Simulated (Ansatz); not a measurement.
# Cu48Te4 slab: relaxing the atoms

Aim: for Cu48Te4 slab, one run (relaxing the atoms).

Computed with Ansatz 0.2.0 (DFT LDA, scalar-relativistic, plane waves, PAW, unless a step's input says otherwise).

### 1 Starting point

Symmetry: Pc, No. 7, monoclinic system. The conventional cell has a = 23.415 Å, b = 12.437 Å, c = 4.308 Å, α = 90.00°, β = 90.00°, γ = 90.00°. Te (site symmetry 1) has 6 Cu at 2.49 to 2.66 Å in its first shell of neighbours. Cu (site symmetry 1) has 5 Cu at 2.49 to 2.53 Å and 3 Te at 2.49 Å in its first shell of neighbours. Cu (site symmetry 1) has 6 Cu at 2.49 to 2.53 Å and 3 Te at 2.62 to 2.66 Å in its first shell of neighbours. Around Cu (site symmetry 1) lie 9 Cu at 2.49 to 2.53 Å and 2 Te at 2.66 to 2.74 Å. Cu (site symmetry 1) is surrounded by 11 Cu at 2.49 to 2.53 Å and 1 Te at 2.66 Å. Around Te (site symmetry 1) lie 6 Cu at 2.47 to 2.74 Å. Cu (site symmetry 1) has 11 Cu at 2.49 to 2.53 Å and 1 Te at 2.72 Å in its first shell of neighbours. Cu (site symmetry 1) has 12 Cu at 2.49 to 2.53 Å in its first shell of neighbours. Only part of the 26 independent sites is listed.

Coordinates:

```xyz
52
Lattice="12.4369 0.0000 0.0000 0.0000 4.3083 0.0000 0.0000 0.0000 23.4147" Properties=species:S:1:pos:R:3 pbc="T T T"
Te    1.2437    3.5902   16.9147
Cu    2.4874    1.4361   16.7547
Cu    3.7311    3.5902   16.7547
Te    4.9748    1.4361   16.9147
Cu    0.0000    0.0000   14.6738
Cu    1.2437    2.1541   14.6738
Cu    2.4874    0.0000   14.6738
Cu    3.7311    2.1541   14.6738
Cu    4.9748    0.0000   14.6738
Cu    6.2185    2.1541   14.6738
Te    7.7142    0.0000   14.7438
Te   10.9413    2.1541   14.7438
Cu    0.0000    2.8722   12.5928
Cu    1.2437    0.7180   12.5928
Cu    2.4874    2.8722   12.5928
Cu    3.7311    0.7180   12.5928
Cu    4.9748    2.8722   12.5928
Cu    6.2185    0.7180   12.5928
Cu    7.4622    2.8722   12.5928
Cu    8.7059    0.7180   12.5928
Cu    9.9496    2.8722   12.5928
Cu   11.1933    0.7180   12.5928
Cu    0.0000    1.4361   10.5619
Cu    1.2437    3.5902   10.5619
Cu    2.4874    1.4361   10.5619
Cu    3.7311    3.5902   10.5619
Cu    4.9748    1.4361   10.5619
Cu    6.2185    3.5902   10.5619
Cu    7.4622    1.4361   10.5619
Cu    8.7059    3.5902   10.5619
Cu    9.9496    1.4361   10.5619
Cu   11.1933    3.5902   10.5619
Cu    0.0000    0.0000    8.5309
Cu    1.2437    2.1541    8.5309
Cu    2.4874    0.0000    8.5309
Cu    3.7311    2.1541    8.5309
Cu    4.9748    0.0000    8.5309
Cu    6.2185    2.1541    8.5309
Cu    7.4622    0.0000    8.5309
Cu    8.7059    2.1541    8.5309
Cu    9.9496    0.0000    8.5309
Cu   11.1933    2.1541    8.5309
Cu    0.0000    2.8722    6.5000
Cu    1.2437    0.7180    6.5000
Cu    2.4874    2.8722    6.5000
Cu    3.7311    0.7180    6.5000
Cu    4.9748    2.8722    6.5000
Cu    6.2185    0.7180    6.5000
Cu    7.4622    2.8722    6.5000
Cu    8.7059    0.7180    6.5000
Cu    9.9496    2.8722    6.5000
Cu   11.1933    0.7180    6.5000
```

### 2 Relaxing the atoms: Cu48Te4 slab, no spin

input.yaml reads:

```yaml
crystal:
  lattice:
    - [12.43694762, 0.0, 0.0]
    - [0.0, 4.30828503, 0.0]
    - [0.0, 0.0, 23.41472521]
  atoms:
    - { symbol: Te, position: [0.1, 0.83333333, 0.72239691] }
    - { symbol: Cu, position: [0.2, 0.33333333, 0.71556361] }
    - { symbol: Cu, position: [0.3, 0.83333333, 0.71556361] }
    - { symbol: Te, position: [0.4, 0.33333333, 0.72239691] }
    - { symbol: Cu, position: [0.0, 0.0, 0.62669026] }
    - { symbol: Cu, position: [0.1, 0.5, 0.62669026] }
    - { symbol: Cu, position: [0.2, 0.0, 0.62669026] }
    - { symbol: Cu, position: [0.3, 0.5, 0.62669026] }
    - { symbol: Cu, position: [0.4, 0.0, 0.62669026] }
    - { symbol: Cu, position: [0.5, 0.5, 0.62669026] }
    - { symbol: Te, position: [0.62026221, 0.0, 0.62967983] }
    - { symbol: Te, position: [0.87973779, 0.5, 0.62967983] }
    - { symbol: Cu, position: [0.0, 0.66666667, 0.53781691] }
    - { symbol: Cu, position: [0.1, 0.16666667, 0.53781691] }
    - { symbol: Cu, position: [0.2, 0.66666667, 0.53781691] }
    - { symbol: Cu, position: [0.3, 0.16666667, 0.53781691] }
    - { symbol: Cu, position: [0.4, 0.66666667, 0.53781691] }
    - { symbol: Cu, position: [0.5, 0.16666667, 0.53781691] }
    - { symbol: Cu, position: [0.6, 0.66666667, 0.53781691] }
    - { symbol: Cu, position: [0.7, 0.16666667, 0.53781691] }
    - { symbol: Cu, position: [0.8, 0.66666667, 0.53781691] }
    - { symbol: Cu, position: [0.9, 0.16666667, 0.53781691] }
    - { symbol: Cu, position: [0.0, 0.33333333, 0.45107897] }
    - { symbol: Cu, position: [0.1, 0.83333333, 0.45107897] }
    - { symbol: Cu, position: [0.2, 0.33333333, 0.45107897] }
    - { symbol: Cu, position: [0.3, 0.83333333, 0.45107897] }
    - { symbol: Cu, position: [0.4, 0.33333333, 0.45107897] }
    - { symbol: Cu, position: [0.5, 0.83333333, 0.45107897] }
    - { symbol: Cu, position: [0.6, 0.33333333, 0.45107897] }
    - { symbol: Cu, position: [0.7, 0.83333333, 0.45107897] }
    - { symbol: Cu, position: [0.8, 0.33333333, 0.45107897] }
    - { symbol: Cu, position: [0.9, 0.83333333, 0.45107897] }
    - { symbol: Cu, position: [0.0, 0.0, 0.36434103] }
    - { symbol: Cu, position: [0.1, 0.5, 0.36434103] }
    - { symbol: Cu, position: [0.2, 0.0, 0.36434103] }
    - { symbol: Cu, position: [0.3, 0.5, 0.36434103] }
    - { symbol: Cu, position: [0.4, 0.0, 0.36434103] }
    - { symbol: Cu, position: [0.5, 0.5, 0.36434103] }
    - { symbol: Cu, position: [0.6, 0.0, 0.36434103] }
    - { symbol: Cu, position: [0.7, 0.5, 0.36434103] }
    - { symbol: Cu, position: [0.8, 0.0, 0.36434103] }
    - { symbol: Cu, position: [0.9, 0.5, 0.36434103] }
    - { symbol: Cu, position: [0.0, 0.66666667, 0.27760309] }
    - { symbol: Cu, position: [0.1, 0.16666667, 0.27760309] }
    - { symbol: Cu, position: [0.2, 0.66666667, 0.27760309] }
    - { symbol: Cu, position: [0.3, 0.16666667, 0.27760309] }
    - { symbol: Cu, position: [0.4, 0.66666667, 0.27760309] }
    - { symbol: Cu, position: [0.5, 0.16666667, 0.27760309] }
    - { symbol: Cu, position: [0.6, 0.66666667, 0.27760309] }
    - { symbol: Cu, position: [0.7, 0.16666667, 0.27760309] }
    - { symbol: Cu, position: [0.8, 0.66666667, 0.27760309] }
    - { symbol: Cu, position: [0.9, 0.16666667, 0.27760309] }
scf:
  occupations: { method: gaussian, width: 0.1 }
output:
  forces: true
  write_density: true
  write_potential: true
  elf: true
  volumetric_format: npy
hamiltonian:
  xc: lda
efield:
  axis: 3
  dipole_correction: true
kpoints:
  mp_grid: { grid: [3, 8, 1] }
relax:
  f_tol: 0.015
  constraints:
    - { sites: [32, 33, 34, 35, 36, 37, 38, 39, 40, 41, 42, 43, 44, 45, 46, 47, 48, 49, 50, 51] }
```

Run with:

```
$ ansatz run input.yaml --threads 16 --pin off --max-ram 30720MiB --backend cpu --events-out ev --progress --plain --runs-dir out
```

What it wrote:

```text
Warning: RAYON_NUM_THREADS=16 ignored (pool sized by the plan → 16); use --threads N
Engine: ansatz 0.2.0, aarch64-unknown-linux-gnu
Pseudopotentials: kind: paw
Pseudopotential: Te, paw, valence charge 16, recommended cutoff 420 eV (normal), Te.paw.azcp
Pseudopotential: Cu, paw, valence charge 19, recommended cutoff 420 eV (normal), Cu.paw.azcp
Functional definition: SPW92
  exchange = slater_x
  correlation = pw_c
Crystal: 52 atoms, lattice volume = 1254.606 Å³
Basis set: ecut = 420 eV, 24477 PW (Γ)
Bands: 586, of which v1, the nominal top of the filled ones, is band 488 counted from 1 (487 counted from 0)
Symmetry: 2 space group operations
Space group: Pc (ITA 7), of the structure as read, at distance tolerance 1.1e-4 Å
k-points: 10 of 24 (time reversal used)
Non-local potential: Te, projectors of the file, l = 0: 2, l = 1: 2, l = 2: 2, l = 3: 2
Non-local potential: Cu, projectors of the file, l = 0: 3, l = 1: 2, l = 2: 3, l = 3: 1
PAW form: soft (Blöchl's): semilocal exchange-correlation on the pseudo side does not see the compensation charge
PAW frozen core: Te, regenerated for the run's functional, and the local potential with it (the file was generated under x = pbe(κ = 0.804, μ = 0.2195149727645171), c = pbe(β = 0.06672455060314922))
PAW frozen core: Cu, regenerated for the run's functional, and the local potential with it (the file was generated under x = pbe(κ = 0.804, μ = 0.2195149727645171), c = pbe(β = 0.06672455060314922))
PAW one-centre angular grid: Te, 590 points (default); XC on 64 Gauss nodes
PAW one-centre angular grid: Cu, 590 points (default); XC on 64 Gauss nodes
Initial density: superposition of atomic densities (neutral atoms: chi_scale 0, normalization atom), corrected by the library's trained network
Initial wavefunctions: pseudopotential atomic-orbital guess
Functional: x = slater, c = lda
SCF iter   1: F=—  HF=-341976.396597 eV  |F-HF|=—  |Δ(HF+E_count)|=         —  Δρ=1.68e-2  dr2=3.93e0  ethr=1.77e-3  p=0.220 e·Å  D=3.18e-2 V/Å  ΔV_dip=-0.74 eV  dr2_dipole=4.88e-1  V_vac-E_F(+/−)=4.20/4.94 eV  ⟨swp⟩=14.8  Hψ=30324  notcnv=0  defer=691
efield: sawtooth ramp at fractional position 0.9500 (placed from the atoms, in the widest stretch of the axis that holds none; the zero of the levels goes with the place), width 0.1000; the density the first Hamiltonian is built on has a dipole p = 0.220 e·Å; the dipole correction subtracts the counter field D = 3.18e-2 V/Å, which shifts the + side's vacuum level by -0.74 eV against the − side's; the planar-averaged density in the ramp window peaks in size at 1.2e-4 e/Å³
preconditioner: auto → LDOS  [metal: Δε(μ)=0.012 eV  Ē_g=9.132 eV  σ=0.100 eV  W_gap=0.07  n_scr=374 (ndim 8)  ℏωp=24.6 eV  f_vac=0.479  D(μ)=21.48/eV (n_scr^D=116)  β→1.0]
SCF iter   2: F=—  HF=-341979.405365 eV  |F-HF|=—  |Δ(HF+E_count)|=    3.01e0  Δρ=4.29e-2  dr2=1.23e1  ethr=4.02e-4  p=0.257 e·Å  D=3.71e-2 V/Å  ΔV_dip=-0.87 eV  dr2_dipole=7.15e-2  V_vac-E_F(+/−)=4.60/5.47 eV  ⟨swp⟩=2.2  Hψ=11177  notcnv=0  defer=875  recentre
SCF iter   3: F=—  HF=-341976.027080 eV  |F-HF|=—  |Δ(HF+E_count)|=    3.38e0  Δρ=5.88e-3  dr2=4.81e-1  ethr=4.02e-4  p=0.203 e·Å  D=2.93e-2 V/Å  ΔV_dip=-0.69 eV  dr2_dipole=9.70e-2  V_vac-E_F(+/−)=4.45/5.14 eV  ⟨swp⟩=2.0  Hψ=10729  notcnv=0  defer=869
SCF iter   4: F=—  HF=-341975.966509 eV  |F-HF|=—  |Δ(HF+E_count)|=   6.06e-2  Δρ=1.11e-3  dr2=1.18e-2  ethr=4.93e-5  p=0.198 e·Å  D=2.85e-2 V/Å  ΔV_dip=-0.67 eV  dr2_dipole=9.38e-4  V_vac-E_F(+/−)=4.55/5.21 eV  ⟨swp⟩=2.0  Hψ=7769  notcnv=0  defer=869
SCF iter   5: F=—  HF=-341975.964837 eV  |F-HF|=—  |Δ(HF+E_count)|=   1.67e-3  Δρ=4.68e-4  dr2=4.23e-3  ethr=1.21e-6  p=0.197 e·Å  D=2.84e-2 V/Å  ΔV_dip=-0.66 eV  dr2_dipole=1.03e-3  V_vac-E_F(+/−)=4.56/5.22 eV  ⟨swp⟩=3.0  Hψ=12242  notcnv=0  defer=869
SCF iter   6: F=—  HF=-341975.964503 eV  |F-HF|=—  |Δ(HF+E_count)|=   3.34e-4  Δρ=1.72e-4  dr2=5.40e-4  ethr=4.34e-7  p=0.198 e·Å  D=2.86e-2 V/Å  ΔV_dip=-0.67 eV  dr2_dipole=5.25e-5  V_vac-E_F(+/−)=4.56/5.23 eV  ⟨swp⟩=2.1  Hψ=8279  notcnv=0  defer=871
[... 96 lines left out ...]
  atom  52  Cu     0.00620208     0.01853498     0.12113589
  max |Σ_I F_I| component: 6.81e-4 eV/Å
--- Band table (eV; the first three rows and the last of 10) ---
[... 4 lines left out ...]
--- Relaxed structure (6 steps of the walk, 5 accepted, 0 SCFs on fresh bases) ---
  F+E_penalty+E_count = -341976.30501419 eV   max|allowed force component| = 2.403e-3 eV/Å
  atoms:
    - { symbol: Te, position: [0.09091262340682776, 0.874090363630587, 0.7246930644859324] }
    - { symbol: Cu, position: [0.20019035666689042, 0.3697023457285008, 0.7125912084015478] }
    - { symbol: Cu, position: [0.2998096433331096, 0.8697023457285008, 0.7125912084015478] }
    - { symbol: Te, position: [0.40908737659317235, 0.3740903636305869, 0.7246930644859324] }
    - { symbol: Cu, position: [-0.003794704014233519, -0.007755004196074809, 0.6268615548474544] }
    - { symbol: Cu, position: [0.09614269403839144, 0.5004563438146379, 0.6251471228445026] }
    - { symbol: Cu, position: [0.1990055969758167, 0.0032831450348166594, 0.6239466971407048] }
    - { symbol: Cu, position: [0.3009944030241833, 0.5032831450348166, 0.6239466971407048] }
    - { symbol: Cu, position: [0.4038573059616085, 0.000456343814637903, 0.6251471228445026] }
    - { symbol: Cu, position: [0.5037947040142335, 0.4922449958039251, 0.6268615548474544] }
    - { symbol: Te, position: [0.622243412077971, -0.018538800597834613, 0.6318670994411131] }
    - { symbol: Te, position: [0.877756587922029, 0.48146119940216536, 0.6318670994411131] }
    - { symbol: Cu, position: [-0.00012533936576223926, 0.6696381023726786, 0.5375662953565894] }
    - { symbol: Cu, position: [0.10023048486066158, 0.16867702425239348, 0.5378140244970748] }
    - { symbol: Cu, position: [0.2001552843627221, 0.6642806258385939, 0.53851859141896] }
    - { symbol: Cu, position: [0.2998447156372779, 0.16428062583859387, 0.53851859141896] }
    - { symbol: Cu, position: [0.3997695151393384, 0.6686770242523935, 0.5378140244970748] }
    - { symbol: Cu, position: [0.5001253393657622, 0.1696381023726786, 0.5375662953565894] }
    - { symbol: Cu, position: [0.5997760134086365, 0.6649444002312651, 0.5373794055508393] }
    - { symbol: Cu, position: [0.7016457949257856, 0.16736889897861437, 0.5366301792670485] }
    - { symbol: Cu, position: [0.7983542050742145, 0.6673688989786143, 0.5366301792670485] }
    - { symbol: Cu, position: [0.9002239865913634, 0.16494440023126536, 0.5373794055508393] }
    - { symbol: Cu, position: [0.00033067243078596165, 0.3337731892692239, 0.45045178255698876] }
    - { symbol: Cu, position: [0.10032678570142489, 0.8324866714368803, 0.45173102204936666] }
    - { symbol: Cu, position: [0.20024008419495537, 0.33352280018842967, 0.4508847685789934] }
    - { symbol: Cu, position: [0.29975991580504463, 0.8335228001884296, 0.4508847685789934] }
    - { symbol: Cu, position: [0.39967321429857516, 0.33248667143688015, 0.45173102204936666] }
    - { symbol: Cu, position: [0.4996693275692141, 0.833773189269224, 0.45045178255698876] }
    - { symbol: Cu, position: [0.5998549400656449, 0.3350914522192842, 0.4509427419506845] }
    - { symbol: Cu, position: [0.6999009543890073, 0.8315346064672434, 0.45088187551934295] }
    - { symbol: Cu, position: [0.8000990456109928, 0.33153460646724325, 0.45088187551934295] }
    - { symbol: Cu, position: [0.900145059934355, 0.8350914522192843, 0.4509427419506845] }
    - { symbol: Cu, position: [0.0, 0.0, 0.36434102999999995] }
    - { symbol: Cu, position: [0.1, 0.49999999999999994, 0.36434102999999995] }
    - { symbol: Cu, position: [0.2, 0.0, 0.36434102999999995] }
    - { symbol: Cu, position: [0.3, 0.49999999999999994, 0.36434102999999995] }
    - { symbol: Cu, position: [0.4, 0.0, 0.36434102999999995] }
    - { symbol: Cu, position: [0.5, 0.49999999999999994, 0.36434102999999995] }
    - { symbol: Cu, position: [0.6, 0.0, 0.36434102999999995] }
    - { symbol: Cu, position: [0.7000000000000001, 0.49999999999999994, 0.36434102999999995] }
    - { symbol: Cu, position: [0.8, 0.0, 0.36434102999999995] }
    - { symbol: Cu, position: [0.8999999999999999, 0.49999999999999994, 0.36434102999999995] }
    - { symbol: Cu, position: [0.0, 0.6666666699999999, 0.27760308999999994] }
    - { symbol: Cu, position: [0.1, 0.16666667, 0.27760308999999994] }
    - { symbol: Cu, position: [0.2, 0.6666666699999999, 0.27760308999999994] }
    - { symbol: Cu, position: [0.3, 0.16666667, 0.27760308999999994] }
    - { symbol: Cu, position: [0.4, 0.6666666699999999, 0.27760308999999994] }
    - { symbol: Cu, position: [0.5, 0.16666667, 0.27760308999999994] }
    - { symbol: Cu, position: [0.6, 0.6666666699999999, 0.27760308999999994] }
    - { symbol: Cu, position: [0.7000000000000001, 0.16666667, 0.27760308999999994] }
    - { symbol: Cu, position: [0.8, 0.6666666699999999, 0.27760308999999994] }
    - { symbol: Cu, position: [0.8999999999999999, 0.16666667, 0.27760308999999994] }
```

Wall time 16 min (16 threads of Arm Neoverse V2, shared host); peak memory 22 GiB.

Relaxation path:

```
step  E - E(step 1) (eV/cell)  largest force component (eV/Å)
   1                   0.0000                          1.2739
   2                  -0.2770                          0.2580
   3                  -0.2383                          0.3025
   4                  -0.3281                          0.1484
   5                  -0.3400                          0.0190
   6                  -0.3404                          0.0024
```

Step 1 is the start. Step 3 was tried and not accepted.

A dipole layer in the vacuum cancels the field that periodic copies would set up if the slab's two faces differ.

Atoms 33, 34, 35, 36, 37, 38, 39, 40, 41, 42, 43, 44, 45, 46, 47, 48, 49, 50, 51, 52, counted from 1, stay fixed.

Density in a lattice plane of the grid's cell (edges 12.44 and 23.41 Å, at 0.000 of the third edge), which holds Cu and Te.

Values in e/Å³, 12 rows by 6 columns:
```
0.00 0.00 0.00 0.00 0.00 0.00
0.00 0.00 0.00 0.00 0.00 0.00
0.19 0.34 0.23 0.02 0.00 0.00
0.59 0.35 0.27 0.13 0.64 0.03
0.41 0.40 0.26 0.22 0.41 0.09
0.17 0.20 0.27 0.32 0.27 0.20
0.27 0.27 0.29 0.33 0.29 0.27
2.11 1.01 0.32 0.23 0.31 1.01
0.15 0.19 0.30 0.40 0.30 0.19
0.00 0.00 0.00 0.00 0.00 0.00
0.00 0.00 0.00 0.00 0.00 0.00
0.00 0.00 0.00 0.00 0.00 0.00
```
Columns run along the first of these edges and rows up along the second, over one cell in 6 and 12 even steps from the bottom left corner. Atoms in the plane (fractional): Cu at (1.00, 0.63), Cu at (0.20, 0.62), Cu at (0.40, 0.63), Te at (0.62, 0.63), Cu at (0.00, 0.36), Cu at (0.20, 0.36), Cu at (0.40, 0.36), Cu at (0.60, 0.36), Cu at (0.80, 0.36).

ELF in the same plane.

Ten even steps from ' ' (0.00) to '@' (0.78):
```
                        
                        
                        
++##--                  
@@**##::::==..        ..
##++**::::--  ++@@..  ..
==::::::::------++++  ::
--::::::::----==**::..::
--::::::::--::--::::::::
--::::::::--::::::::--::
--::::::::--::--::::::::
::--::::::::--::::::::--
%%::==::::**::**::::==::
--::--::::--::--::::--::
--::--::::--::--::::--::
........................
                        
                        
                        
                        
```
Columns run along the first of these edges and rows up along the second, over one cell in 12 and 20 even steps from the bottom left corner. Atoms in the plane (fractional): Cu at (1.00, 0.63), Cu at (0.20, 0.62), Cu at (0.40, 0.63), Te at (0.62, 0.63), Cu at (0.00, 0.36), Cu at (0.20, 0.36), Cu at (0.40, 0.36), Cu at (0.60, 0.36), Cu at (0.80, 0.36).

Both are smooth fields of the valence electrons: close to the nuclei they are not physical.

Maxima of ELF outside the ion cores: 0.81 beside Te, off the lines to its neighbours, 1.4 Å from Te.

### 3 Results

```
step  energy (eV)  gap on the mesh (eV)    time
   2  -341976.253                  0.00  16 min
```

Spin-orbit coupling is left out for Te.
